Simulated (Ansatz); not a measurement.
# C2H5AlGe: small, medium and large basis sets

An exercise on one series of results from a longer session: the logs are not shown, and one member is left open.

The runs use Ansatz 0.2.0, Gaussian basis; one geometry, several basis sets.

Levels to be run: PBE0-D4/def2-SVP; ωB97M-V/def2-SVP; PBE0-D4/def2-QZVPP; ωB97M-V/def2-QZVPP; the functionals' def2-TZVPP values are taken from earlier runs.

## Structure used throughout

An earlier PBE0-D4 in a triple-zeta def2 set relaxation fixed the geometry.

9 atoms, charge 0, spin multiplicity 1.

Atoms are counted from 1 here; the program's logs count them from 0.

Bond lengths: Ge1–Al2 2.455 Å, Ge1–H5 1.537 Å, Ge1–H6 1.538 Å, Ge1–H7 1.537 Å, Al2–C3 1.859 Å, Al2–C4 1.859 Å, C3–C4 1.363 Å, C3–H8 1.089 Å, C4–H9 1.089 Å. Angles: Al2–Ge1–H5 111.3°, Al2–Ge1–H6 109.7°, Al2–Ge1–H7 111.4°, H5–Ge1–H6 108.0°, H5–Ge1–H7 108.3°, H6–Ge1–H7 108.0°, Ge1–Al2–C3 158.5°, Ge1–Al2–C4 158.5°, C3–Al2–C4 43.0°, Al2–C3–C4 68.5°, Al2–C3–H8 163.3°, C4–C3–H8 128.2°, Al2–C4–C3 68.5°, Al2–C4–H9 163.3°, C3–C4–H9 128.2°.

The first run:

in.yaml reads:

```yaml
crystal:
  periodic: [false, false, false]
  atoms:
    - {symbol: Ge, position_ang: [-0.392553, 1.586664, -1.375958]}
    - {symbol: Al, position_ang: [0.064839, -0.249500, 0.188170]}
    - {symbol: C, position_ang: [-0.264589, -1.538828, 1.486436]}
    - {symbol: C, position_ang: [1.047966, -1.523310, 1.119583]}
    - {symbol: H, position_ang: [0.551751, 1.536101, -2.587975]}
    - {symbol: H, position_ang: [-0.184299, 2.935641, -0.666169]}
    - {symbol: H, position_ang: [-1.840836, 1.537427, -1.889015]}
    - {symbol: H, position_ang: [-0.751551, -2.180668, 2.218572]}
    - {symbol: H, position_ang: [1.857873, -2.149826, 1.489257]}
basis:
  gaussian: {orbitals: def2-SVP}
hamiltonian: {xc: pbe0, dispersion: d4}
output: {orbitals: {seedname: orbitals}}
```

On the command line:

```sh
> ansatz run in.yaml --threads 2 --pin off --events-out ev --progress --plain --max-ram 4352MiB
```

Steps of the session up to this table: PBE0-D4 in def2-SVP; ωB97M-V in def2-SVP; PBE0-D4 in def2-QZVPP; ωB97M-V in def2-QZVPP.

One of the session's tables, all rows but one given; the rest of the session is left out.

```
functional       basis  HOMO (eV)
   PBE0-D4    def2-SVP      -6.41
   PBE0-D4  def2-TZVPP      -6.41
   PBE0-D4  def2-QZVPP      -6.42
   ωB97M-V    def2-SVP          ?
   ωB97M-V  def2-TZVPP      -8.56
   ωB97M-V  def2-QZVPP      -8.57
```

Q: Estimate the row for ωB97M-V, def2-SVP from the others.

The run gave: HOMO (eV): -8.53. In the column «HOMO (eV)» it lies between ωB97M-V, def2-TZVPP (-8.56) and PBE0-D4, def2-QZVPP (-6.42).
